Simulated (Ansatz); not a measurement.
# Cl2HOSTa: how energies converge with the basis set

The task here is to estimate one member of a computed series from the others.

Computed with Ansatz 0.2.0, Gaussian basis. Level: one geometry, several basis sets.

Plan: PBE0-D4/def2-SVP; ωB97M-V/def2-SVP; PBE0-D4/def2-QZVPP; ωB97M-V/def2-QZVPP; the functionals' def2-TZVPP values are taken from earlier runs.

### The geometry

An earlier PBE0-D4 in a triple-zeta def2 set relaxation fixed the geometry. Ta takes the def2 core potential; no spin-orbit term is included.

SMILES `[OH][Ta](=[S])([Cl])[Cl]`, 6 atoms, charge 0, spin multiplicity 1.

Atoms are counted from 1 here; the program's logs count them from 0.

Bond lengths: O1–Ta2 1.870 Å, O1–H6 0.959 Å, Ta2–S3 2.147 Å, Ta2–Cl4 2.285 Å, Ta2–Cl5 2.285 Å. Angles: Ta2–O1–H6 131.9°, O1–Ta2–S3 108.4°, O1–Ta2–Cl4 109.3°, O1–Ta2–Cl5 109.3°, S3–Ta2–Cl4 109.1°, S3–Ta2–Cl5 109.1°, Cl4–Ta2–Cl5 111.6°.

Geometry (Å):

```
O    -0.8898    0.5878    1.0473
Ta    0.1551   -0.0763   -0.3537
S     1.5573   -1.4869    0.4551
Cl   -1.1924   -1.1409   -1.8611
Cl    1.3013    1.6467   -1.3227
H    -0.8895    0.4056    1.9891
```

The first run:

Input file in.yaml:

```yaml
crystal:
  periodic: [false, false, false]
  atoms:
    - {symbol: O, position_ang: [-0.889771, 0.587814, 1.047251]}
    - {symbol: Ta, position_ang: [0.155091, -0.076304, -0.353693]}
    - {symbol: S, position_ang: [1.557300, -1.486881, 0.455065]}
    - {symbol: Cl, position_ang: [-1.192400, -1.140938, -1.861119]}
    - {symbol: Cl, position_ang: [1.301332, 1.646685, -1.322689]}
    - {symbol: H, position_ang: [-0.889451, 0.405623, 1.989086]}
basis:
  gaussian: {orbitals: def2-SVP}
hamiltonian: {xc: pbe0, dispersion: d4}
output: {orbitals: {seedname: orbitals}}
```

Started as:

```sh
> ansatz run in.yaml --threads 4 --pin off --events-out ev --progress --plain --max-ram 10444MiB
```

Among the steps run: PBE0-D4 in def2-SVP; ωB97M-V in def2-SVP; PBE0-D4 in def2-QZVPP; ωB97M-V in def2-QZVPP.

One table of the session follows, with a row left open; its other results are not shown here.

It belongs to the step «Density functionals: the series». 

| functional | basis | HOMO (eV) | LUMO (eV) |
| --- | --- | --- | --- |
| PBE0-D4 | def2-SVP | ? | ? |
| PBE0-D4 | def2-TZVPP | -8.02 | -2.36 |
| PBE0-D4 | def2-QZVPP | -8.03 | -2.40 |
| ωB97M-V | def2-SVP | -10.10 | -0.23 |
| ωB97M-V | def2-TZVPP | -10.07 | -0.30 |
| ωB97M-V | def2-QZVPP | -10.10 | -0.37 |

Estimate the missing values for PBE0-D4, def2-SVP.

As computed: HOMO (eV): -8.08; LUMO (eV): -2.34. In the column «HOMO (eV)» it lies between ωB97M-V, def2-TZVPP (-10.07) and PBE0-D4, def2-QZVPP (-8.03).
